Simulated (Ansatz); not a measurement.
# GeP₂H (sextet): wave-function methods side by side, cc-pVDZ

One table from this session's results is given with a row withheld; the runs are named, their logs left out.

The runs use Ansatz 0.2.0, Gaussian basis; cc-pVDZ, core rule «outside noble gas», up to 24 orbitals frozen.

To be run: UHF; CCSD(T) on ROHF; CCSD(T) on UHF; BCCD(T) on ROHF; CISD as a restricted active space (open shells left free, so some higher excitations enter); CCSDT(Q) on ROHF; CCSDT(Q) on UHF.

28 further runs of the same task are left out: 5 for a known fault of the program, 12 that didn't finish, 11 set aside as unsound or not needed. Runs told in other sessions of the task aren't counted.

**What is computed**

The geometry is a PBE0/def2-TZVP stationary point (not a proven minimum) of the parent state, kept for this charge and spin. No spin-orbit coupling is included. The filled d shell of Ge may be among the frozen orbitals whatever the setting's name suggests.

4 atoms, charge 0, spin multiplicity 6.

Atoms are counted from 1 here; the program's logs count them from 0.

Bond lengths: Ge1–P2 2.289 Å, P2–P3 2.054 Å, P3–H4 1.427 Å. Angles: Ge1–P2–P3 112.1°, P2–P3–H4 94.2°.

The first run:

in.yaml reads:

```yaml
crystal:
  periodic: [false, false, false]
  atoms:
    - {symbol: Ge, position_ang: [0.000000, -0.153216, 1.323318]}
    - {symbol: P, position_ang: [0.000000, 0.855685, -0.731683]}
    - {symbol: P, position_ang: [0.000000, -0.512012, -2.264712]}
    - {symbol: H, position_ang: [0.000000, 0.480978, -3.290095]}
basis:
  gaussian: {orbitals: cc-pVDZ}
magnetization: {spin_polarized: true, initial_magnetization: 5}
hamiltonian: {xc: hf}
output: {orbitals: {seedname: orbitals}}
```

On the command line:

```sh
$ ansatz run in.yaml --threads 1 --pin off --events-out ev --progress --plain --max-ram 2393MiB
```

Steps of the session up to this table: UHF; CCSD(T) on ROHF; CCSD(T) on UHF; BCCD(T) on ROHF; CISD as a restricted active space (open shells left free, so some higher excitations enter); CCSDT(Q) on ROHF; CCSDT(Q) on UHF.

One of the session's tables, all rows but one given; the rest of the session is left out.

It belongs to the step «Misses and costs». 

| method | from UCCSDT(Q) (kcal/mol) |
| --- | --- |
| ROHF | +188.51 |
| UHF | +180.58 |
| RMP2 | +35.27 |
| UMP2 | ? |
| CISD | +26.80 |
| RCCSD | +8.02 |
| UCCSD | +7.54 |
| RCCSD(T) | +1.77 |
| UCCSD(T) | +1.53 |
| BCCD(T) | +1.74 |
| RCCSDT | +0.77 |
| UCCSDT | +0.45 |
| RCCSDT(Q) | +0.31 |
| UCCSDT(Q) | 0 |

**Question.** Estimate the row for UMP2.

**Answer.** from UCCSDT(Q) (kcal/mol): +37.06. In the column «from UCCSDT(Q) (kcal/mol)» it lies between RMP2 (+35.27) and UHF (+180.58).

To keep in mind: Restricted and unrestricted rows rest on different reference determinants; a gap between their highest levels can come from leftover correlation error, from unlike frozen cores or from another state.
